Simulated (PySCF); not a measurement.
# From one method to the next for Ge2⁺ (quartet)

What do other methods print for Ge2⁺ (quartet)?

Program: PySCF 2.14.0. Level of theory: method and basis as typed in the scripts. These are calculated values, not measurements.

4 further runs of the same task are left out: 4 that didn't finish.

### 1 Where the work starts

Ge2⁺ (quartet): 2 atoms, charge 1, spin multiplicity 4.

Bond lengths: Ge1–Ge2 2.420 Å.

### 2 The run that the others are compared with

Input file input.py:

```python
from pyscf import gto, scf, mp

mol = gto.M(
    atom='Ge 0 0 0; Ge 0 0 2.42',
    basis='sbkjc',
    ecp={'Ge': 'sbkjc'},
    charge=1,
    spin=3,
    verbose=3,
)
mf = scf.UHF(mol)
mf.kernel()
mp.MP2(mf).kernel()
mf.dip_moment()
print('orbital energies (hartree):', [e[max(0, n-3):n+3].round(4) for e, n in zip(mf.mo_energy, mol.nelec)])
```

The run is started by

```bash
> OMP_NUM_THREADS=1 python input.py
```

Log:

```text
WARN: HOMO -0.0687929497554514 >= LUMO -0.0838689050958777

converged SCF energy = -7.11939914243037  <S^2> = 3.7661825  2S+1 = 4.0080831
E(UMP2) = -7.17241965233086  E_corr = -0.0530205099004871
E(SCS-UMP2) = -7.16736992212123  E_corr = -0.047970779690861

WARN: System has nonzero charge 1; the dipole moment is origin-dependent.
Location of origin: [0. 0. 0.]

Dipole moment(X, Y, Z, Debye): -0.00000,  0.00000,  5.81188
orbital energies (hartree): [array([-0.5653, -0.5158, -0.5158, -0.2261, -0.2261, -0.0963]), array([-0.8592, -0.6652, -0.2238, -0.2171, -0.2171])]
```

Wall time 0.91 s (1 thread of Arm Neoverse V1, shared host); peak memory 0.11 GiB.

Base result: E(SCF) = -7.119399 Eh, E(MP2) − E(SCF) = -0.05302 Eh, ⟨S²⟩ = 3.766.

The bond length is a typed value, not an optimised one. The dipole of an ion depends on the origin. The quartet is typed in the script; nothing here shows that it is the ground state.

### 3 CASCI (ROHF)

Run 1 changes step after the SCF: mp2 → casci; SCF type: UHF → ROHF; active space: none → 5 electrons in 5 orbitals.

Input file input.py:

```python
from pyscf import gto, scf, mcscf

mol = gto.M(
    atom='Ge 0 0 0; Ge 0 0 2.42',
    basis='sbkjc',
    ecp={'Ge': 'sbkjc'},
    charge=1,
    spin=3,
    verbose=3,
)
mf = scf.ROHF(mol)
mf.kernel()
mc = mcscf.CASCI(mf, 5, 5)
mc.kernel()
mc.analyze()
mf.dip_moment()
print('orbital energies (hartree):', mf.mo_energy[..., max(0, mol.nelec[1]-3):mol.nelec[0]+3].round(4))
```

The run is started by

```bash
> OMP_NUM_THREADS=1 python input.py
```

Log:

```text
converged SCF energy = -7.11605275720738
CASCI E = -7.12886572045023  E(CI) = -5.66264053117924  S^2 = 3.7500000

WARN: System has nonzero charge 1; the dipole moment is origin-dependent.
Location of origin: [0. 0. 0.]

Dipole moment(X, Y, Z, Debye): -0.00000,  0.00000,  5.81188
orbital energies (hartree): [-0.9316 -0.7343 -0.3916 -0.3639 -0.3639 -0.1737 -0.1737 -0.0686]
```

Run time: 0.88 s. Hardware: 1 thread of Arm Neoverse V1, shared host.

Outcome: E(SCF) = -7.116053 Eh (+0.0911 eV from the base), E(CAS) − E(SCF) = -0.01281 Eh.

### 4 M062x (UKS)

Run 2 changes functional: none (Hartree–Fock) → m062x; SCF type: UHF → UKS; step after the SCF: mp2 → analyze.

input.py, as its differences from that of step 2:

```diff
@@ -1,2 +1,2 @@
-from pyscf import gto, scf, mp
+from pyscf import gto, dft
 
@@ -10,5 +10,5 @@
 )
-mf = scf.UHF(mol)
+mf = dft.UKS(mol, xc='m062x')
 mf.kernel()
-mp.MP2(mf).kernel()
+mf.mulliken_pop()
 mf.dip_moment()
```

The run is started by

```bash
> OMP_NUM_THREADS=1 python input.py
```

Log:

```text
converged SCF energy = -7.27206784227089  <S^2> = 3.7525528  2S+1 = 4.0012762
 ** Mulliken pop       alpha | beta **
pop of  0 Ge 4s        0.89046 | 0.87476
pop of  0 Ge 5s        0.13456 | 0.12741
pop of  0 Ge 4px       0.42727 | 0.00000
pop of  0 Ge 4py       0.42727 | 0.00000
pop of  0 Ge 4pz       0.51725 | 0.04677
pop of  0 Ge 5px       0.07273 | -0.00000
pop of  0 Ge 5py       0.07273 | 0.00000
pop of  0 Ge 5pz      -0.04228 | -0.04894
pop of  1 Ge 4s        0.89046 | 0.87476
pop of  1 Ge 5s        0.13456 | 0.12741
pop of  1 Ge 4px       0.42727 | 0.00000
pop of  1 Ge 4py       0.42727 | 0.00000
pop of  1 Ge 4pz       0.51725 | 0.04677
pop of  1 Ge 5px       0.07273 | 0.00000
pop of  1 Ge 5py       0.07273 | 0.00000
pop of  1 Ge 5pz      -0.04228 | -0.04894
In total             5.00000 | 2.00000
 ** Mulliken atomic charges   ( Nelec_alpha | Nelec_beta ) **
charge of  0Ge =      0.50000  (     2.50000      1.00000 )
charge of  1Ge =      0.50000  (     2.50000      1.00000 )

WARN: System has nonzero charge 1; the dipole moment is origin-dependent.
Location of origin: [0. 0. 0.]

Dipole moment(X, Y, Z, Debye): -0.00000,  0.00000,  5.81188
orbital energies (hartree): [array([-0.4934, -0.4732, -0.4732, -0.2781, -0.2781, -0.1633]), array([-0.8078, -0.6527, -0.2917, -0.2896, -0.2896])]
```

Run time: 1.8 s. Hardware: 1 thread of Arm Neoverse V1, shared host; peak memory 0.15 GiB.

Result: E(SCF) = -7.272068 Eh, ⟨S²⟩ = 3.753.

### 5 M06 (UKS)

Run 3 changes functional: none (Hartree–Fock) → m06; SCF type: UHF → UKS; step after the SCF: mp2 → analyze.

input.py, as its differences from that of step 2:

```diff
@@ -1,2 +1,2 @@
-from pyscf import gto, scf, mp
+from pyscf import gto, dft
 
@@ -10,5 +10,5 @@
 )
-mf = scf.UHF(mol)
+mf = dft.UKS(mol, xc='m06')
 mf.kernel()
-mp.MP2(mf).kernel()
+mf.mulliken_pop()
 mf.dip_moment()
```

The run is started by

```bash
> OMP_NUM_THREADS=1 python input.py
```

Log:

```text
converged SCF energy = -7.29451421646451  <S^2> = 3.7503766  2S+1 = 4.0001883
 ** Mulliken pop       alpha | beta **
pop of  0 Ge 4s        0.89870 | 0.84232
pop of  0 Ge 5s        0.13230 | 0.12415
pop of  0 Ge 4px       0.43540 | 0.00000
pop of  0 Ge 4py       0.43540 | 0.00000
pop of  0 Ge 4pz       0.51793 | 0.09773
pop of  0 Ge 5px       0.06460 | -0.00000
pop of  0 Ge 5py       0.06460 | 0.00000
pop of  0 Ge 5pz      -0.04894 | -0.06420
pop of  1 Ge 4s        0.89870 | 0.84232
pop of  1 Ge 5s        0.13230 | 0.12415
pop of  1 Ge 4px       0.43540 | 0.00000
pop of  1 Ge 4py       0.43540 | 0.00000
pop of  1 Ge 4pz       0.51793 | 0.09773
pop of  1 Ge 5px       0.06460 | 0.00000
pop of  1 Ge 5py       0.06460 | -0.00000
pop of  1 Ge 5pz      -0.04894 | -0.06420
In total             5.00000 | 2.00000
 ** Mulliken atomic charges   ( Nelec_alpha | Nelec_beta ) **
charge of  0Ge =      0.50000  (     2.50000      1.00000 )
charge of  1Ge =      0.50000  (     2.50000      1.00000 )

WARN: System has nonzero charge 1; the dipole moment is origin-dependent.
Location of origin: [0. 0. 0.]

Dipole moment(X, Y, Z, Debye): -0.00000,  0.00000,  5.81188
orbital energies (hartree): [array([-0.4622, -0.4433, -0.4433, -0.3026, -0.3026, -0.1992]), array([-0.7568, -0.6049, -0.4009, -0.3488, -0.3488])]
```

Run time: 1.9 s. Hardware: 1 thread of Arm Neoverse V1, shared host.

This run: E(SCF) = -7.294514 Eh, ⟨S²⟩ = 3.750.

### 6 Stability test

Run 4 changes step after the SCF: mp2 → stability.

input.py, as its differences from that of step 2:

```diff
@@ -1,2 +1,2 @@
-from pyscf import gto, scf, mp
+from pyscf import gto, scf
 
@@ -12,3 +12,3 @@
 mf.kernel()
-mp.MP2(mf).kernel()
+mf.stability(internal=True, external=True)
 mf.dip_moment()
```

The run is started by

```bash
> OMP_NUM_THREADS=1 python input.py
```

Log:

```text
WARN: HOMO -0.0687929497554514 >= LUMO -0.0838689050958777

converged SCF energy = -7.11939914243037  <S^2> = 3.7661825  2S+1 = 4.0080831
<class 'pyscf.scf.uhf.UHF'> wavefunction has an internal instability
<class 'pyscf.scf.uhf.UHF'> wavefunction has an real -> complex instability
<class 'pyscf.scf.uhf.UHF'> wavefunction is stable in the UHF/UKS -> GHF/GKS stability analysis

WARN: System has nonzero charge 1; the dipole moment is origin-dependent.
Location of origin: [0. 0. 0.]

Dipole moment(X, Y, Z, Debye): -0.00000,  0.00000,  5.81188
orbital energies (hartree): [array([-0.5653, -0.5158, -0.5158, -0.2261, -0.2261, -0.0963]), array([-0.8592, -0.6652, -0.2238, -0.2171, -0.2171])]
```

Run time: 0.91 s. Hardware: 1 thread of Arm Neoverse V1, shared host.

Outcome: E(SCF) = -7.119399 Eh (no change), ⟨S²⟩ = 3.766, internal unstable; real -> complex unstable; UHF/UKS -> GHF/GKS stable.

A lower solution of the same kind exists, so this energy is an upper bound.

### 7 Comparison

```
           run  E(SCF) (hartree)  from base (eV)                        after the SCF
          base         -7.119399               0            MP2 correlation -1.443 eV
  CASCI (ROHF)         -7.116053         +0.0911          CASCI correlation -0.349 eV
   m062x (UKS)         -7.272068  not comparable                                  n/a
     m06 (UKS)         -7.294514  not comparable                                  n/a
stability test         -7.119399          0.0000  unstable: internal, real -> complex
```

Wall time on 1 thread of Arm Neoverse V1, shared host, start-up included: base 0.91 s; CASCI (ROHF) 0.88 s; m062x (UKS) 1.8 s; m06 (UKS) 1.9 s; stability test 0.91 s.

**Reading.** A lower total energy from another functional means nothing by itself.
